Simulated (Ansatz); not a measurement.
# NbAl2C2: from a guess to a relaxed structure, part 2 of 2

The task: take a trial cell of NbAl2C2 to zero force and stress.

Ansatz 0.2.0; DFT PBE, scalar-relativistic, plane waves, PAW.

## (4) Spin check on a coarse mesh

input.yaml

```yaml
crystal:
  lattice:
    - [4.7281587076, 0.0, 0.0]
    - [-2.3640793538, 4.0947055539, 0.0]
    - [0.0, 0.0, 5.4895718185]
  atoms:
    - { symbol: Al, position: [0.3333333333, 0.6666666667, 0.5] }
    - { symbol: Al, position: [0.6666666667, 0.3333333333, 0.5] }
    - { symbol: Nb, position: [0.0, 0.0, 0.5], spin: 1.0 }
    - { symbol: C, position: [0.0, 0.0, 0.118103839] }
    - { symbol: C, position: [0.0, 0.0, 0.881896161] }
basis:
  ecutwfc: 420
kpoints:
  mp_grid: { grid: [6, 6, 4] }
hamiltonian:
  xc: pbe
scf:
  occupations: { method: gaussian, width: 0.1 }
  lower_state_search: "off"
output:
  forces: true
  stress: true
  eigenvalues: true
  populations: true
magnetization:
  spin_polarized: true
```

The run is started by

```bash
$ ansatz run input.yaml --threads 1 --pin off --max-ram 2560MiB --backend cpu --events-out ev --progress --plain --runs-dir out
```

The log of the run (excerpt; [...] marks lines left out):

```text
[...]
SCF converged after 17 iterations
Magnetization: -0.0000 μB (13.5000 up, 13.5000 down)
Absolute magnetization: 0.0000 μB (∫|ρ↑−ρ↓|, with the PAW one-centre terms)
Spin contamination: 0.0000 ħ² per cell (⟨S²⟩ above its minimum at these occupations)
Per-site moments (μB) at R_I (Å): [(2.542085062708186e-7, 1.1260440273233523), (2.54208506294379e-7, 1.1260440273233523), (-2.084507761554374e-6, 0.8647841412453121), (2.7955439097514994e-7, 0.5348800926406257), (2.795543909640964e-7, 0.5348800926406257)]
Free energy (F): -6125.105441 eV
[...]
E sigma→0 (E₀):  -6125.096844 eV
Entropy (-TS):   -0.017193 eV (-3.439 meV/atom)
Fermi energy:    4.773386 eV
[...]
--- Forces (eV/Å), atoms counted from 1 ---
  atom   1  Al     0.00000000     0.00000000    -0.00000000
  atom   2  Al    -0.00000000    -0.00000000     0.00000000
  atom   3  Nb     0.00000000     0.00000000     0.00000000
  atom   4  C      0.00000000     0.00000000     0.06274225
  atom   5  C     -0.00000000     0.00000000    -0.06274225
[...]
--- Stress (GPa, compression-positive) ---
        0.165687      -0.000000      -0.000000
       -0.000000       0.165687      -0.000000
       -0.000000      -0.000000      -0.091250
  P = ⅓ Tr σ = 0.0800 GPa (0.800 kbar)
--- Band table (eV; the first three rows and the last of 42) ---
  k-point 0 ↑: bands = ["-49.3963", "-25.5976", "-25.5734", "-25.5734", "-8.6162", "-2.7416", "-0.1460", "0.4223", "2.2493", "2.2493", "2.5105", "2.5105", "4.5723", "4.5723", "5.7142", "5.9122", "8.1536", "8.1536", "9.0780"]
[...]
--- Löwdin populations: 5 sites ---
  site symbol       q [e]    m [muB]
     0     Al      2.6782     0.0000
     1     Al      2.6782     0.0000
     2     Nb     12.9506    -0.0000
     3      C      4.2457     0.0000
     4      C      4.2457     0.0000
  spilling = 0.007470 (of n_electrons = 27.000000)
```

Wall time 3 s (1 thread of AMD EPYC 9R45 (Zen 5), shared host); peak memory 0.46 GiB.

Site by site:

```tsv
atom	Löwdin electrons
Al1	2.68
Al2	2.68
Nb3	12.95
C4	4.25
C5	4.25
```

The Löwdin counts miss 0.20 of the 27 electrons, which the atomic orbitals do not span, so they are no charges.

The same cell is solved with trial moments on Nb. The largest site moment that stays is 0.00 μB and the cell's total 0.00 μB. The workflow keeps spin only above 0.25 μB on a site, so the next run goes without spin.

## (5) Final relaxation

The end of the coarse run is made exact in the group found at a tolerance of 0.06 Å and reduced to its primitive cell.

input.yaml

```yaml
crystal:
  lattice:
    - [4.7281587076, 0.0, 0.0]
    - [-2.3640793538, 4.0947055539, 0.0]
    - [0.0, 0.0, 5.4895718185]
  atoms:
    - { symbol: Al, position: [0.3333333333, 0.6666666667, 0.5] }
    - { symbol: Al, position: [0.6666666667, 0.3333333333, 0.5] }
    - { symbol: Nb, position: [0.0, 0.0, 0.5] }
    - { symbol: C, position: [0.0, 0.0, 0.118103839] }
    - { symbol: C, position: [0.0, 0.0, 0.881896161] }
basis:
  ecutwfc: 420
kpoints:
  mp_grid: { grid: [12, 12, 8] }
hamiltonian:
  xc: pbe
scf:
  occupations: { method: gaussian, width: 0.1 }
output:
  forces: true
  stress: true
  eigenvalues: true
  write_density: true
  write_potential: true
  elf: true
  volumetric_format: npy
relax:
  adjacent_minimum: "off"
  f_tol: 0.01
  max_steps: 80
  cell: { stress_tol: 0.05 }
```

The run is started by

```bash
$ ansatz run input.yaml --threads 1 --pin off --max-ram 2560MiB --backend cpu --events-out ev --progress --plain --runs-dir out
```

The log of the run:

```text
Warning: RAYON_NUM_THREADS=1 ignored (pool sized by the plan → 1); use --threads N
Engine: ansatz 0.2.0, x86_64-unknown-linux-gnu
Pseudopotentials: kind: paw
Pseudopotential: Al, paw, valence charge 3, recommended cutoff 420 eV (normal), Al.paw.azcp
Pseudopotential: Nb, paw, valence charge 13, recommended cutoff 420 eV (normal), Nb.paw.azcp
Pseudopotential: C, paw, valence charge 4, recommended cutoff 420 eV (normal), C.paw.azcp
Functional definition: PBE
  parameter kappa = 0.804
  parameter beta = 0.06672455060314922
  exchange = pbe_x(kappa = kappa, mu = beta*pi^2/3)
  correlation = pbe_c(beta = beta)
Crystal: 5 atoms, lattice volume = 106.280 Å³
Basis set: ecut = 420 eV, 2053 PW (Γ), exchange–correlation on 64×64×80 points (8 copies of the dense FFT grid, shifted against one another)
Bands: 19, of which v1, the nominal top of the filled ones, is band 14 counted from 1 (13 counted from 0)
Symmetry: 24 space group operations
Space group: P6/mmm (ITA 191), of the structure as read, at distance tolerance 4.7e-5 Å
k-points: 95 of 1152
Non-local potential: Al, projectors of the file, l = 0: 2, l = 1: 2, l = 2: 1
Non-local potential: Nb, projectors of the file, l = 0: 3, l = 1: 2, l = 2: 2, l = 3: 1
Non-local potential: C, projectors of the file, l = 0: 2, l = 1: 2, l = 2: 1
PAW form: soft (Blöchl's): semilocal exchange-correlation on the pseudo side does not see the compensation charge
PAW one-centre angular grid: Al, 110 points (default); XC on 64 Gauss nodes
PAW one-centre angular grid: Nb, 590 points (default); XC on 64 Gauss nodes
PAW one-centre angular grid: C, 110 points (default); XC on 64 Gauss nodes
Initial density: superposition of atomic densities (neutral atoms: chi_scale 0, normalization atom), corrected by the library's trained network
Initial wavefunctions: pseudopotential atomic-orbital guess
Functional: x = pbe(κ = 0.804, μ = 0.2195149727645171), c = pbe(β = 0.06672455060314922)
SCF iter   1: F=—  HF=-6125.170800 eV  |F-HF|=—  |Δ(HF+E_count)|=         —  Δρ=9.59e-3  dr2=1.53e-1  ethr=1.77e-3  ⟨swp⟩=6.1  Hψ=9851  notcnv=0
preconditioner: auto → LDOS  [metal: Δε(μ)=0.014 eV  Ē_g=6.644 eV  σ=0.100 eV  W_gap=0.08  n_scr=20 (ndim 8)  ℏωp=15.7 eV  f_vac=0.099  D(μ)=2.92/eV (n_scr^D=20)  β→1.0]
SCF iter   2: F=—  HF=-6125.147993 eV  |F-HF|=—  |Δ(HF+E_count)|=   2.28e-2  Δρ=6.04e-3  dr2=4.41e-2  ethr=5.66e-4  ⟨swp⟩=2.4  Hψ=3987  notcnv=0  defer=66
SCF iter   3: F=—  HF=-6125.136828 eV  |F-HF|=—  |Δ(HF+E_count)|=   1.12e-2  Δρ=7.61e-4  dr2=8.17e-4  ethr=1.63e-4  ⟨swp⟩=2.1  Hψ=2902  notcnv=0  defer=66
SCF iter   4: F=—  HF=-6125.136875 eV  |F-HF|=—  |Δ(HF+E_count)|=   4.75e-5  Δρ=1.27e-4  dr2=1.96e-5  ethr=3.03e-6  ⟨swp⟩=2.0  Hψ=2596  notcnv=0  defer=66
SCF iter   5: F=—  HF=-6125.136903 eV  |F-HF|=—  |Δ(HF+E_count)|=   2.71e-5  Δρ=2.65e-5  dr2=8.10e-7  ethr=7.26e-8  ⟨swp⟩=2.0  Hψ=2621  notcnv=0  defer=66
SCF iter   6: F=-6125.136903 eV  HF=-6125.136903 eV  |F-HF|=1.03e-8  |Δ(HF+E_count)|=   3.67e-9  Δρ=5.98e-6  dr2=3.65e-8  ethr=3.70e-10  ⟨swp⟩=13.2  Hψ=14221  notcnv=0
SCF 1 converged in 6 iterations: F = -6125.136903 eV  dr2 = 3.65e-8
relax step   1: F+E_penalty+E_count = -6125.13690253 eV  Δ(F+E_penalty+E_count) = +0.000e0 eV  max|allowed force component| = 2.957e-1 eV/Å  Δτ_max = 0.0000 Å  P = -0.145 GPa  Ω = 106.280 Å³  (6 SCF iters, dr2 threshold 1.00e-7 eV, accepted)
Crystal: 5 atoms, lattice volume = 106.094 Å³
Initial density: handed on by an earlier stage of this run
Initial wavefunctions: those handed on with the density
iter 1 solved again at ethr=2.10e-6 eV; its pass at ethr=3.10e-3 eV (dr2=5.68e-4 eV) is discarded
SCF iter   1: F=—  HF=-6125.138812 eV  |F-HF|=—  |Δ(HF+E_count)|=         —  Δρ=6.92e-4  dr2=7.72e-4  ethr=2.10e-6  ⟨swp⟩=2.1  Hψ=11039  notcnv=0
preconditioner: auto → LDOS  [metal: Δε(μ)=0.012 eV  Ē_g=6.680 eV  σ=0.100 eV  W_gap=0.07  n_scr=20 (ndim 8)  ℏωp=15.7 eV  f_vac=0.098  D(μ)=3.19/eV (n_scr^D=22)  β→1.0]
SCF iter   2: F=—  HF=-6125.138679 eV  |F-HF|=—  |Δ(HF+E_count)|=   1.33e-4  Δρ=4.65e-4  dr2=2.37e-4  ethr=2.10e-6  ⟨swp⟩=2.0  Hψ=3094  notcnv=0
SCF iter   3: F=—  HF=-6125.138630 eV  |F-HF|=—  |Δ(HF+E_count)|=   4.87e-5  Δρ=5.29e-5  dr2=3.52e-6  ethr=8.78e-7  ⟨swp⟩=2.4  Hψ=2906  notcnv=0
SCF iter   4: F=-6125.138631 eV  HF=-6125.138631 eV  |F-HF|=8.25e-8  |Δ(HF+E_count)|=   3.95e-7  Δρ=9.99e-6  dr2=1.56e-7  ethr=1.85e-9  ⟨swp⟩=11.8  Hψ=14261  notcnv=0
SCF 2 converged in 4 iterations: F = -6125.138631 eV  dr2 = 1.56e-7
relax step   2: F+E_penalty+E_count = -6125.13863050 eV  Δ(F+E_penalty+E_count) = -1.728e-3 eV  max|allowed force component| = 1.027e-1 eV/Å  Δτ_max = 0.0030 Å  P = +0.057 GPa  Ω = 106.094 Å³  energy of the carried Pulay correction = +1.320e-4 eV  (4 SCF iters, dr2 threshold 5.00e-7 eV, accepted)
Crystal: 5 atoms, lattice volume = 106.082 Å³
iter 1 solved again at ethr=1.57e-6 eV; its pass at ethr=3.10e-3 eV (dr2=4.25e-4 eV) is discarded
SCF iter   1: F=—  HF=-6125.138789 eV  |F-HF|=—  |Δ(HF+E_count)|=         —  Δρ=4.42e-4  dr2=4.45e-4  ethr=1.57e-6  ⟨swp⟩=1.3  Hψ=9632  notcnv=0
preconditioner: auto → LDOS  [metal: Δε(μ)=0.005 eV  Ē_g=6.676 eV  σ=0.100 eV  W_gap=0.03  n_scr=20 (ndim 8)  ℏωp=15.7 eV  f_vac=0.099  D(μ)=3.18/eV (n_scr^D=22)  β→1.0]
SCF iter   2: F=—  HF=-6125.138753 eV  |F-HF|=—  |Δ(HF+E_count)|=   3.65e-5  Δρ=2.12e-4  dr2=8.35e-5  ethr=1.57e-6  ⟨swp⟩=2.0  Hψ=2634  notcnv=0
SCF iter   3: F=—  HF=-6125.138739 eV  |F-HF|=—  |Δ(HF+E_count)|=   1.39e-5  Δρ=2.15e-5  dr2=7.04e-7  ethr=3.09e-7  ⟨swp⟩=2.0  Hψ=2609  notcnv=0
SCF iter   4: F=-6125.138739 eV  HF=-6125.138739 eV  |F-HF|=1.60e-8  |Δ(HF+E_count)|=   9.68e-9  Δρ=5.90e-6  dr2=3.72e-8  ethr=1.85e-9  ⟨swp⟩=10.1  Hψ=12833  notcnv=0
SCF 3 converged in 4 iterations: F = -6125.138739 eV  dr2 = 3.72e-8
relax step   3: F+E_penalty+E_count = -6125.13873900 eV  Δ(F+E_penalty+E_count) = -1.085e-4 eV  max|allowed force component| = 2.464e-2 eV/Å  Δτ_max = 0.0009 Å  P = -0.017 GPa  Ω = 106.082 Å³  energy of the carried Pulay correction = +1.408e-4 eV  (4 SCF iters, dr2 threshold 5.00e-7 eV, accepted)
Crystal: 5 atoms, lattice volume = 106.081 Å³
iter 1 solved again at ethr=5.86e-8 eV; its pass at ethr=3.10e-3 eV (dr2=1.58e-5 eV) is discarded
SCF iter   1: F=—  HF=-6125.138726 eV  |F-HF|=—  |Δ(HF+E_count)|=         —  Δρ=8.65e-5  dr2=1.66e-5  ethr=5.86e-8  ⟨swp⟩=1.4  Hψ=9741  notcnv=0
preconditioner: auto → LDOS  [metal: Δε(μ)=0.012 eV  Ē_g=6.681 eV  σ=0.100 eV  W_gap=0.07  n_scr=20 (ndim 8)  ℏωp=15.7 eV  f_vac=0.098  D(μ)=3.20/eV (n_scr^D=22)  β→1.0]
SCF iter   2: F=—  HF=-6125.138747 eV  |F-HF|=—  |Δ(HF+E_count)|=   2.10e-5  Δρ=4.14e-5  dr2=3.16e-6  ethr=5.86e-8  ⟨swp⟩=2.0  Hψ=2634  notcnv=0
SCF iter   3: F=-6125.138746 eV  HF=-6125.138746 eV  |F-HF|=7.18e-9  |Δ(HF+E_count)|=   5.13e-7  Δρ=3.52e-6  dr2=1.39e-8  ethr=1.41e-10  ⟨swp⟩=7.6  Hψ=11906  notcnv=0
SCF 4 converged in 3 iterations: F = -6125.138746 eV  dr2 = 1.39e-8
relax step   4: F+E_penalty+E_count = -6125.13874637 eV  Δ(F+E_penalty+E_count) = -7.362e-6 eV  max|allowed force component| = 5.156e-4 eV/Å  Δτ_max = 0.0002 Å  P = +0.000 GPa  Ω = 106.081 Å³  energy of the carried Pulay correction = +1.412e-4 eV  (3 SCF iters, dr2 threshold 3.79e-8 eV, accepted)
Initial wavefunctions: pseudopotential atomic-orbital guess (no wavefunctions were taken with the density)
iter 1 solved again at ethr=1.63e-7 eV; its pass at ethr=3.10e-3 eV (dr2=4.39e-5 eV) is discarded
SCF iter   1: F=—  HF=-6125.138582 eV  |F-HF|=—  |Δ(HF+E_count)|=         —  Δρ=9.03e-6  dr2=2.18e-8  ethr=1.63e-7  ⟨swp⟩=3.9  Hψ=15568  notcnv=0
eigensolver tolerance schedule: the retry pair's looser diagonalisation over-reported the residual by 2013.14 of it (diagonalisation noise at 0.12 of the residual, at the tolerance the schedule requests for it); recorded, not acted on — ethr = c·dr2/N_el stays at c = 1.0e-1
preconditioner: auto → LDOS  [metal: Δε(μ)=0.012 eV  Ē_g=6.680 eV  σ=0.100 eV  W_gap=0.07  n_scr=20 (ndim 8)  ℏωp=15.7 eV  f_vac=0.098  D(μ)=3.20/eV (n_scr^D=22)  β→1.0]
SCF iter   2: F=—  HF=-6125.138605 eV  |F-HF|=—  |Δ(HF+E_count)|=   2.31e-5  Δρ=2.72e-6  dr2=6.37e-9  ethr=8.07e-11  ⟨swp⟩=3.0  Hψ=3821  notcnv=0
SCF iter   3: F=—  HF=-6125.138605 eV  |F-HF|=—  |Δ(HF+E_count)|=  6.31e-10  Δρ=7.31e-7  dr2=2.53e-10  ethr=2.36e-11  ⟨swp⟩=2.1  Hψ=2586  notcnv=0
SCF iter   4: F=-6125.138605 eV  HF=-6125.138605 eV  |F-HF|=2.09e-11  |Δ(HF+E_count)|=  1.48e-10  Δρ=2.09e-7  dr2=3.71e-11  ethr=1.00e-12  ⟨swp⟩=8.6  Hψ=10401  notcnv=0
SCF 5 converged in 4 iterations: F = -6125.138605 eV  dr2 = 3.71e-11
relax step   5: F+E_penalty+E_count = -6125.13860509 eV  Δ(F+E_penalty+E_count) = +1.413e-4 eV  max|allowed force component| = 8.804e-5 eV/Å  Δτ_max = 0.0000 Å  P = -0.001 GPa  Ω = 106.081 Å³  stress off target by 1.08e-2 GPa  SCF on the basis re-selected at this cell (its energy is not comparable with the rows above)  (4 SCF iters)
basis re-selected at this cell: Δ(F+E_penalty+E_count) = +1.413e-4 eV, ΔP = -0.002 GPa vs the last step (what re-selecting the basis moved, of the pressure what is left beyond the Pulay correction that the steps carried, after the strain that the cell walked since its last selection, with what the two solves' SCF thresholds leave and, on support functions, any second-order correction that the steps lacked; it is no measure of the basis error at this ecutwfc). This SCF's stress stands 1.08e-2 GPa from its target on what of the cell is left free (relax.cell.stress_tol is 5.00e-2 GPa) and its largest allowed force component is 8.80e-5 eV/Å (relax.f_tol is 1.00e-2 eV/Å): within both
SCF converged after 4 iterations
Free energy (F): -6125.138605 eV
Harris-Foulkes:  -6125.138605 eV  (|F-HF|=2.09e-11)
Internal energy: -6125.122630 eV  (E = F + TS)
E sigma→0 (E₀):  -6125.130618 eV
Entropy (-TS):   -0.015975 eV (-3.195 meV/atom)
Fermi energy:    4.774171 eV
--- Per-component energies (eV) ---
  E_band       = -243.231581
  E_kinetic    = 607.353630
  E_local      = -1969.071090  (includes V_loc(G=0)·N_el)
  E_nonlocal   = 196.898380
  E_hartree    = 715.450218
  E_xc         = -345.639726
  E_vxc        = -382.307365  (∫ρ·V_xc dr)
  E_paw        = -4205.561644  (= ΣΔE_a)
  E_vpaw       = -127.005585  (= ΣTr[D̂ρ^β])
  E_aug_tail   = 0.000018  (compensation charges beyond the density's cutoff)
  E_ewald      = -1124.552416
  E_smearing   = -0.015975  (= −TS)
  E_closure    = 0.000000  (closes the sum)
  Σ components = -6125.138605   (vs F -6125.138605, Δ=0.00e0)
--- Forces (eV/Å), atoms counted from 1 ---
  atom   1  Al    -0.00000000     0.00000000     0.00000000
  atom   2  Al     0.00000000    -0.00000000    -0.00000000
  atom   3  Nb     0.00000000    -0.00000000     0.00000000
  atom   4  C      0.00000000     0.00000000    -0.00008804
  atom   5  C     -0.00000000    -0.00000000     0.00008804
  max |Σ_I F_I| component: 1.39e-17 eV/Å
--- Stress (GPa, compression-positive) ---
        0.003164       0.000000      -0.000000
        0.000000       0.003164      -0.000000
       -0.000000      -0.000000      -0.010826
  P = ⅓ Tr σ = -0.0015 GPa (-0.015 kbar)
--- Band table (eV; the first three rows and the last of 95) ---
  k-point 0: bands = ["-49.3632", "-25.5599", "-25.5599", "-25.5395", "-8.5561", "-2.7472", "-0.0882", "0.4474", "2.2378", "2.2378", "2.5580", "2.5580", "4.5795", "4.5795", "5.7347", "5.8896", "8.1505", "8.1505", "9.0979"]
  k-point 1: bands = ["-49.3632", "-25.5599", "-25.5599", "-25.5397", "-8.5323", "-2.7971", "-0.5421", "0.9783", "2.2410", "2.2410", "2.4408", "2.4408", "4.8223", "4.8223", "5.6875", "5.9039", "8.0975", "8.0975", "9.3687"]
  k-point 2: bands = ["-49.3632", "-25.5598", "-25.5598", "-25.5402", "-8.4730", "-2.9365", "-0.9966", "1.6194", "2.2186", "2.2186", "2.2487", "2.2487", "5.4075", "5.4075", "5.6453", "5.9392", "7.9138", "7.9138", "10.0250"]
  k-point 94: bands = ["-49.3629", "-25.5668", "-25.5668", "-25.5401", "-8.3437", "-1.9738", "-0.2320", "-0.2320", "1.3706", "1.3706", "1.8668", "2.9448", "4.9400", "4.9400", "6.2888", "6.2888", "8.2968", "8.2968", "9.1509"]
--- Relaxed structure (4 steps of the walk, 4 accepted, 1 SCFs on fresh bases) ---
  F+E_penalty+E_count = -6125.13860509 eV   max|allowed force component| = 8.804e-5 eV/Å   (the final SCF, on the basis selected at the relaxed cell)
  cell:  # Å, volume = 106.0809 Å³
    - [4.730311239636706, 1.441814526112504e-34, 0.0]
    - [-2.365155619818353, 4.096569701332448, 4.506838900838975e-34]
    - [2.325001972089848e-36, 6.042098874968492e-34, 5.474281979685787]
  atoms:
    - { symbol: Al, position: [0.33333333333333326, 0.6666666666666666, 0.49999999999999994] }
    - { symbol: Al, position: [0.6666666666666667, 0.33333333333333326, 0.49999999999999994] }
    - { symbol: Nb, position: [-3.5199374349069857e-34, 6.46726275838862e-36, 0.49999999999999994] }
    - { symbol: C, position: [3.8243523076488626e-35, 6.222290684207233e-36, 0.11878931744485202] }
    - { symbol: C, position: [-1.2490184420151292e-35, -2.905368799791243e-35, 0.8812106825551479] }
```

Run time: 17 s. Hardware: 1 thread of AMD EPYC 9R45 (Zen 5), shared host; peak memory 0.54 GiB.

The steps of the relaxation:

| step | E - E(step 1) (eV/cell) | largest force component (eV/Å) | pressure (GPa) | volume (Å³) |
| --- | --- | --- | --- | --- |
| 1 | 0.0000 | 0.2957 | -0.14 | 106.28 |
| 2 | -0.0017 | 0.1027 | 0.06 | 106.09 |
| 3 | -0.0018 | 0.0246 | -0.02 | 106.08 |
| 4 | -0.0018 | 0.0005 | 0.00 | 106.08 |
| 5 | -0.0017 | 0.0001 | 0.00 | 106.08 |

Step 1 is the start. Step 5 repeats the geometry before it on a plane-wave basis chosen anew for that cell, so its energy need not be comparable with the rows above.

|  | before | after | change |
| --- | --- | --- | --- |
| a (Å) | 4.728 | 4.730 | 0.0 % |
| b (Å) | 4.728 | 4.730 | 0.0 % |
| c (Å) | 5.490 | 5.474 | -0.3 % |
| volume (Å³/atom) | 21.26 | 21.22 | -0.2 % |
| shortest distance (Å) | 1.297 | 1.301 | +0.3 % |
| space group (0.01 Å) | P6/mmm | P6/mmm | same |

The run keeps the 24 symmetry operations of the start, so it could not have lowered the symmetry.

Density in a lattice plane of the grid's cell (edges 4.73 and 5.47 Å, at 0.000 of the third edge), which holds Nb and C.

Values in e/Å³, 12 rows by 10 columns:
```
2.10 1.24 0.30 0.06 0.02 0.01 0.02 0.06 0.30 1.24
2.01 1.19 0.31 0.07 0.03 0.02 0.03 0.07 0.31 1.19
1.12 0.68 0.23 0.09 0.05 0.05 0.05 0.09 0.23 0.68
1.19 0.66 0.23 0.13 0.12 0.12 0.12 0.13 0.23 0.66
4.68 2.83 0.52 0.22 0.21 0.22 0.21 0.22 0.52 2.83
4.27 4.46 0.90 0.27 0.26 0.27 0.26 0.27 0.90 4.46
4.68 2.83 0.52 0.22 0.21 0.22 0.21 0.22 0.52 2.83
1.19 0.66 0.23 0.13 0.12 0.12 0.12 0.13 0.23 0.66
1.12 0.68 0.23 0.09 0.05 0.05 0.05 0.09 0.23 0.68
2.01 1.19 0.31 0.07 0.03 0.02 0.03 0.07 0.31 1.19
2.10 1.24 0.30 0.06 0.02 0.01 0.02 0.06 0.30 1.24
2.54 1.26 0.28 0.06 0.01 0.01 0.01 0.06 0.28 1.26
```
Columns run along the first of these edges and rows up along the second, over one cell in 10 and 12 even steps from the bottom left corner. Atoms in the plane (fractional): Nb at (1.00, 0.50), C at (0.00, 0.12), C at (1.00, 0.88).

ELF in the same plane.

Ten even steps from '0' (0.00) to '9' (0.90):
```
77876421000001246787
02576531000001356752
24787631000001367874
89998531110111358999
99986422222222246899
44332233444443322334
55321235666665321235
88742246788876422478
46873246889886423786
03774247899987424773
46873246889886423786
88742246788876422478
55321235666665321235
44332233444443322334
99986422222222246899
89998531110111358999
24787631000001367874
02576531000001356752
77876421000001246787
99986421000001246899
```
Columns run along the first of these edges and rows up along the second, over one cell in 20 and 20 even steps from the bottom left corner. Atoms in the plane (fractional): Nb at (1.00, 0.50), C at (0.00, 0.12), C at (1.00, 0.88).

Both are smooth fields of the valence electrons: close to the nuclei they are not physical.

Outside the cores ELF peaks at 0.90 on the C–C line, 0.7 Å from C; 0.90 in the shell around C, 0.5 Å from C; 0.84 on the Al–Al line, 1.2 Å from Al.

## (6) Results

What follows sums up all 2 parts. Changes of volume or cell count from the first structure of part 1.

| quantity | value |
| --- | --- |
| symmetry at the end (tolerance 0.05 Å) | space group P6/mmm (No. 191) |
| conventional cell | a = 4.730 Å, b = 4.730 Å, c = 5.474 Å, α = 90.00°, β = 90.00°, γ = 120.00° |
| volume | 21.22 Å³/atom |
| energy over the elements | +0.81 eV/atom |
| gap on the mesh | none (metal) |

In words: The symmetry goes from space group Cmmm (No. 65) to space group P6/mmm (No. 191), and the volume per atom grows by 36.7 % from the first guess. With a positive formation energy it can't be a ground state. No finished test with a distortion of lower symmetry is shown, so the end may be a saddle point. Where forces pass 15 eV/Å atoms stand far too close, the PAW spheres overlap strongly and those numbers are rough. Other magnetic orders were not searched.
